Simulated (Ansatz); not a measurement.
# YSi2: response to strain

YSi2 is deformed so: zz strain of -2 %. What stress and forces result, by LAPW, PAW and all-electron datasets made for the crystal?

Computed with Ansatz 0.2.0 (DFT PBEsol, scalar-relativistic, unless a step's input says otherwise).

**1. The starting structure**

It takes space group P6/mmm (No. 191, hexagonal). Conventional cell: a = 3.830 Å, b = 3.830 Å, c = 4.140 Å, α = 90.00°, β = 90.00°, γ = 120.00°. Y (site symmetry 6/mmm) has 12 Si at 3.03 Å in its first shell of neighbours. Si (site symmetry -6m2) has 3 Si at 2.21 Å and 6 Y at 3.03 Å in its first shell of neighbours.

Structure file:

```xyz
3
Lattice="3.8300 0.0000 0.0000 -1.9150 3.3169 0.0000 0.0000 0.0000 4.1400" Properties=species:S:1:pos:R:3 pbc="T T T"
Y     0.0000    0.0000    0.0000
Si    0.0000    2.2113    2.0700
Si    1.9150    1.1056    2.0700
```

Atoms are numbered in the order of the input: Y1, Si2, Si3.

**2. The deformed structure**

Space group P6/mmm before, P6/mmm after.

**3. LAPW, all electrons**

Contents of input.yaml:

```yaml
crystal:
  lattice:
    - [3.8300011707, 0.0, 0.0]
    - [-1.9150005853, 3.3168783103, 0.0]
    - [0.0, 0.0, 4.0572]
  atoms:
    - { symbol: "Y", position: [0.0, 0.0, 0.0] }
    - { symbol: Si, position: [0.3333333333, 0.6666666667, 0.5] }
    - { symbol: Si, position: [0.6666666667, 0.3333333333, 0.5] }
kpoints:
  mp_grid: { grid: [12, 12, 10] }
  band_path:
    path:
      - [0.0, 0.0, 0.0]
      - [0.5, 0.0, 0.0]
      - [0.3333333333, 0.3333333333, 0.0]
      - [0.0, 0.0, 0.0]
      - [0.0, 0.0, 0.5]
      - [0.5, 0.0, 0.5]
      - [0.3333333333, 0.3333333333, 0.5]
      - [0.0, 0.0, 0.5]
      - [0.5, 0.0, 0.5]
    npoints: 5
scf:
  occupations: { method: fermi_dirac, width: 0.05 }
hamiltonian:
  xc: pbesol
  pseudopotentials: { kind: all_electron, lapw: { basis_error: 0.001 } }
output:
  forces: true
  stress: true
  eigenvalues: true
```

On the command line:

```bash
$ ansatz run input.yaml --threads 1 --pin off --max-ram 4096MiB --backend cpu --events-out ev --progress --plain --runs-dir out
```

The log of the run (excerpt; [...] marks lines left out):

```text
LAPW: plane waves up to 8.332 Å⁻¹, error target 1.0e-3 eV per atom; small_component_spin mean_spin; Si in spheres of 1.106 Å, 12 of its electrons in bands, Dirac shells []; Y in spheres of 1.251 Å, 29 of its electrons in bands, Dirac shells []
[...]
Pseudopotentials: kind: all_electron
Pseudopotential: Y, LAPW, valence charge 29, Koelling and Harmon's equation, gaussian nucleus
Pseudopotential: Si, LAPW, valence charge 12, Koelling and Harmon's equation, gaussian nucleus
Functional definition: PBEsol
[...]
Crystal: 3 atoms, lattice volume = 51.541 Å³
Basis set: ecut = 264.4678518574068 eV, 503 PW (Γ), exchange–correlation at level 2
Bands: 32, of which v1, the nominal top of the filled ones, is band 27 counted from 1 (26 counted from 0)
Symmetry: 24 space group operations
Space group: P6/mmm (ITA 191), of the structure as read, at distance tolerance 3.7e-5 Å
k-points: 114 of 1440
[...]
SCF iter   1: F=—  HF=-107823.486430 eV  |F-HF|=—  |Δ(HF+E_count)|=         —  Δρ=2.73e-2  dr2=7.51e-1  ethr=1.41e-3  ⟨swp⟩=2.0  Hψ=23564  notcnv=0
[...]
the basis was enlarged: its passes take 169.4 KiB over the memory plan, 1 of 1 planned eigensolver slots
[...]
SCF iter   9: F=-107823.244235 eV  HF=-107823.244235 eV  |F-HF|=9.44e-9  |Δ(HF+E_count)|=   2.22e-8  Δρ=4.42e-6  dr2=1.29e-8  ethr=1.92e-10  ⟨swp⟩=2.4  Hψ=9966  notcnv=0
[...]
NSCF: frozen V_eff on 41 k-points
SCF converged after 9 iterations
Free energy (F): -107823.244235 eV
[...]
E sigma→0 (E₀):  -107823.236913 eV
Entropy (-TS):   -0.014644 eV (-4.881 meV/atom)
Fermi energy:    14.226248 eV
[...]
--- Forces (eV/Å), atoms counted from 1 ---
  atom   1  Y     -0.00000000    -0.00000000     0.00000000
  atom   2  Si     0.00000000    -0.00000000     0.00000000
  atom   3  Si    -0.00000000     0.00000000     0.00000000
[...]
--- Stress (GPa, compression-positive) ---
       16.541944      -0.000000       0.000000
       -0.000000      16.541944       0.000000
        0.000000       0.000000       1.111189
  P = ⅓ Tr σ = 11.3984 GPa (113.984 kbar)
--- Band table (eV; the first three rows and the last of 114) ---
[...]
```

Wall time 44 s (1 thread of Arm Neoverse V2, shared host); peak memory 0.54 GiB.

Result: pressure 11.40 GPa; no gap.

**4. Frozen-core PAW**

Contents of input.yaml:

```yaml
crystal:
  lattice:
    - [3.8300011707, 0.0, 0.0]
    - [-1.9150005853, 3.3168783103, 0.0]
    - [0.0, 0.0, 4.0572]
  atoms:
    - { symbol: "Y", position: [0.0, 0.0, 0.0] }
    - { symbol: Si, position: [0.3333333333, 0.6666666667, 0.5] }
    - { symbol: Si, position: [0.6666666667, 0.3333333333, 0.5] }
kpoints:
  mp_grid: { grid: [12, 12, 10] }
scf:
  occupations: { method: fermi_dirac, width: 0.05 }
hamiltonian:
  xc: pbesol
  pseudopotentials: { kind: paw }
output:
  forces: true
  stress: true
  eigenvalues: true
  efg: { contact_densities: true }
```

On the command line:

```bash
$ ansatz run input.yaml --threads 1 --pin off --max-ram 4096MiB --backend cpu --events-out ev --progress --plain --runs-dir out
```

The log of the run (excerpt; [...] marks lines left out):

```text
Y: output.efg is read without spin–orbit coupling, which moves field gradients at and beside such atoms by some per cent and up to a factor of two; PAW files take it under magnetization.noncollinear and magnetization.spin_orbit
[...]
Pseudopotentials: kind: paw
Pseudopotential: Y, paw, valence charge 11, recommended cutoff 420 eV (normal)
Pseudopotential: Si, paw, valence charge 4, recommended cutoff 420 eV (normal)
[... 1 set-up line as earlier in the session ...]
[...]
Crystal: 3 atoms, lattice volume = 51.541 Å³
Basis set: ecut = 420 eV, 1009 PW (Γ), exchange–correlation on 54×54×60 points (8 copies of the dense FFT grid, shifted against one another)
Bands: 14, of which v1, the nominal top of the filled ones, is band 10 counted from 1 (9 counted from 0)
[... 2 set-up lines as earlier in the session ...]
k-points: 114 of 1440
[...]
--- Stress (GPa, compression-positive) ---
       16.623746      -0.000000       0.000000
       -0.000000      16.623746       0.000000
        0.000000       0.000000       1.116076
  P = ⅓ Tr σ = 11.4545 GPa (114.545 kbar)
--- PAW observables at the nuclei: V_zz in 10²¹ V/m², potentials from the cell's mean, atoms counted from 1 ---
  atom   1  Y  V_zz =    -0.569394   η = 0.0000   by run symmetry: allowed
            electrostatic potential = -5718.145402 V   contact ρ = 443141.337943 e/Å³
  atom   2  Si V_zz =    -0.727514   η = 0.0000   by run symmetry: allowed
            electrostatic potential = -1364.914257 V   contact ρ = 12760.318302 e/Å³
  atom   3  Si V_zz =    -0.727514   η = 0.0000   by run symmetry: allowed
            electrostatic potential = -1364.914257 V   contact ρ = 12760.318302 e/Å³
--- Band table (eV; the first three rows and the last of 114) ---
  k-point 0: bands = ["-29.9787", "-10.1308", "-9.9736", "-9.9736", "-0.6544", "8.8846", "8.8846", "9.3291", "10.2973", "12.3970", "13.5226", "13.5226", "14.9349", "14.9349"]
[...]
```

Run time: 6.9 s. Hardware: 1 thread of Arm Neoverse V2, shared host; peak memory 0.38 GiB.

Result: pressure 11.45 GPa; no gap; Vzz Y1 -0.57 (η = 0.00), Si2 -0.73 (η = 0.00) (10²¹ V/m²).

**5. All-electron PAW on datasets made for the crystal**

input.yaml: that of step 4 with these lines changed.

```diff
@@ -15,3 +15,3 @@
   xc: pbesol
-  pseudopotentials: { kind: paw }
+  pseudopotentials: { kind: all_electron, datasets: crystal }
 output:
```

On the command line:

```bash
$ ansatz run input.yaml --threads 1 --pin off --max-ram 4096MiB --backend cpu --events-out ev --progress --plain --runs-dir out
```

The log of the run (excerpt; [...] marks lines left out):

```text
[...]
Y: output.efg is read without spin–orbit coupling, which moves field gradients at and beside such atoms by some per cent and up to a factor of two; PAW files take it under magnetization.noncollinear and magnetization.spin_orbit
[...]
[... 1 set-up line as earlier in the session ...]
Pseudopotential: Y, paw, valence charge 11, recommended cutoff 220 eV (normal), Koelling and Harmon's equation, gaussian nucleus
Pseudopotential: Si, paw, valence charge 4, recommended cutoff 220 eV (normal), Koelling and Harmon's equation, gaussian nucleus
[... 1 set-up line as earlier in the session ...]
[...]
Crystal: 3 atoms, lattice volume = 51.541 Å³
Basis set: ecut = 220 eV, 393 PW (Γ), exchange–correlation on 40×40×40 points (8 copies of the dense FFT grid, shifted against one another)
Bands: 14, of which v1, the nominal top of the filled ones, is band 10 counted from 1 (9 counted from 0)
[... 1 set-up line as earlier in the session ...]
[...]
--- Stress (GPa, compression-positive) ---
       16.536523      -0.000000       0.000000
        0.000000      16.536523       0.000000
        0.000000       0.000000       1.106540
  P = ⅓ Tr σ = 11.3932 GPa (113.932 kbar)
--- PAW observables at the nuclei: V_zz in 10²¹ V/m², potentials from the cell's mean, atoms counted from 1 ---
  atom   1  Y  V_zz =    -0.562849   η = 0.0000   by run symmetry: allowed
            electrostatic potential = -5716.228589 V   contact ρ = 443206.123652 e/Å³
  atom   2  Si V_zz =    -0.859559   η = 0.0000   by run symmetry: allowed
            electrostatic potential = -1363.202204 V   contact ρ = 12769.219842 e/Å³
  atom   3  Si V_zz =    -0.859559   η = 0.0000   by run symmetry: allowed
            electrostatic potential = -1363.202204 V   contact ρ = 12769.219842 e/Å³
--- Band table (eV; the first three rows and the last of 114) ---
  k-point 0: bands = ["-28.0939", "-8.2444", "-8.0871", "-8.0871", "1.2305", "10.7692", "10.7692", "11.2134", "12.1853", "14.2803", "15.4113", "15.4113", "16.8235"]
[...]
```

It took 11 s on 1 thread of Arm Neoverse V2, shared host; peak memory 0.47 GiB.

Read from it: pressure 11.39 GPa; no gap; Vzz Y1 -0.56 (η = 0.00), Si2 -0.86 (η = 0.00) (10²¹ V/m²).

**6. Side by side**

Stress (GPa, compression positive):

```tsv
method	xx	yy	zz	yz	xz	xy
LAPW	16.54	16.54	1.11	0.00	0.00	0.00
PAW	16.62	16.62	1.12	0.00	0.00	0.00
crystal datasets	16.54	16.54	1.11	0.00	0.00	0.00
```

| method | pressure (GPa) | Vzz Y1 (10²¹ V/m²) | Vzz Si2 (10²¹ V/m²) | SCF cycles, by the record's count |
| --- | --- | --- | --- | --- |
| LAPW | 11.40 | – | – | 9 |
| PAW | 11.45 | -0.57 | -0.73 | 7 |
| crystal datasets | 11.39 | -0.56 | -0.86 | 8 |

**7. Results**

| quantity | value |
| --- | --- |
| pressure | LAPW 11.40, PAW 11.45, crystal datasets 11.39 GPa |
| largest shear or deviatoric stress (LAPW) | 10.29 GPa |

The largest part of the stress beyond the pressure is 10.29 GPa in size, in the zz component; the atoms are carried along and not relaxed. No run of the undeformed cell stands beside it, so pressure and stress hold what the given cell had before the change, as far as its symmetry allows. PAW: stress within 0.09 GPa of LAPW. Crystal datasets: stress within 0.01 GPa of LAPW.
